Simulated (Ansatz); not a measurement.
HSe: a test of scalar relativity, run with Ansatz 0.2.0, Python API.

`hse.py`
```python
'''Scalar relativity in HSe.'''

import ansatz as az
import numpy as np

GEOMETRY = '''
H     0.00000    0.00000    0.00000
Se    0.00000    0.00000    1.43500
'''


def main() -> None:
    hse = az.Crystal.molecule()
    for line in GEOMETRY.strip().splitlines():
        symbol, *xyz = line.split()
        hse = hse.atom(symbol, [float(v) for v in xyz])

    model = hse.calculation()
    model = model.functional('pbe0')
    model = model.spin('collinear', total=1)
    model = model.forces()
    # a set contracted for a scalar-relativistic Hamiltonian goes with the relativistic run
    sets = {'none': 'cc-pVTZ', 'scalar': 'cc-pVTZ-DK'}
    found = {kind: model.basis(gaussian=basis).pseudopotentials(relativity=kind).run(threads=1, pin='off').report for kind, basis in sets.items()}
    for kind, each in found.items():
        dipole = 4.803205 * np.linalg.norm(each['charge_distribution']['dipole_moment_e_ang'])
        print(f'{kind:7s} E = {each["free_energy_ev"]:.4f} eV  dipole {dipole:.3f} D  largest force component {np.abs(each["forces_ev_ang"]).max():.4f} eV/A')
    print(f'relativity lowers the total energy by {found["none"]["free_energy_ev"] - found["scalar"]["free_energy_ev"]:.3f} eV')


if __name__ == '__main__':
    main()
```

What does scalar relativity change in the total energy and in the dipole?

The total moves by -770.1 eV, nearly all in the cores, and the dipole from 0.63 to 0.57 D.

The run itself:

Output of `python hse.py`:
```text
none    E = -65358.2882 eV  dipole 0.630 D  largest force component 0.8652 eV/A
scalar  E = -66128.3843 eV  dipole 0.569 D  largest force component 0.8027 eV/A
relativity lowers the total energy by 770.096 eV
```

What to keep in mind:
- Total energies depend on the basis set; only differences at equal settings carry meaning.
- The geometry is a force-field or estimated start, not a minimum of this method. The basis set changes with the Hamiltonian (a set recontracted for scalar relativity), and most of the change in the total lies in the cores.
- The species is open-shell (spin multiplicity 2).
- It ran for 1.9 s on 1 thread of Intel(R) Xeon(R) 6975P-C (Granite Rapids), with other jobs on the host, peak memory 0.18 GiB.
